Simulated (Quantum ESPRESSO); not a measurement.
# Ga3Se under changes of volume

One of the cells (21.771 Å³/atom); the others are scaled copies at fixed shape and fractional positions:

```
Se Ga
1.0
     4.43246    0.00000    0.00000
     0.00000    4.43246    0.00000
     0.00000    0.00000    4.43246
Se Ga
1 3
Direct
  0.00000 0.00000 0.00000
  0.50000 0.50000 0.00000
  0.50000 0.00000 0.50000
  0.00000 0.50000 0.50000
```

The cell comes from a database or a generator and needn't be the stable form of this composition.

| Item | Value |
| --- | --- |
| Program | Quantum ESPRESSO 7.5 |
| Functional | PBEsol |
| Potentials or basis | GBRV 1.5 PBEsol |
| Cutoff | 762 eV |
| Density cutoff | 6095 eV |
| k mesh | 6 × 6 × 6 |
| Occupations | fermi-dirac, width 0.05 eV |
| Spin | no spin polarisation |

```tsv
volume (Å³/atom)	energy over the lowest point (meV/atom)	pressure (GPa)
20.465	0.00	-1.3
20.900	4.52	-2.2
21.335	?	?
21.771	20.26	-3.7
22.206	30.92	-4.3
22.642	43.12	-4.8
23.077	56.61	-5.2
```

**Question.** What does the run at 21.335 Å³/atom give?

**Answer.** Energy over the lowest point 11.37 meV/atom; pressure -3.0 GPa.

Worked out: A Birch-Murnaghan fit of order 3 (a polynomial in V^(-2/3)) to the other rows has its minimum at 19.98 Å³/atom, just outside them, with B0 = V·E''(V) = 53 GPa and B' = 5.4. It gives 11.36 meV/atom at 21.335 Å³/atom, against the run's 11.37, and -dE/dV = -2.9 GPa, against -3.0.

Energies are extrapolated to zero smearing.
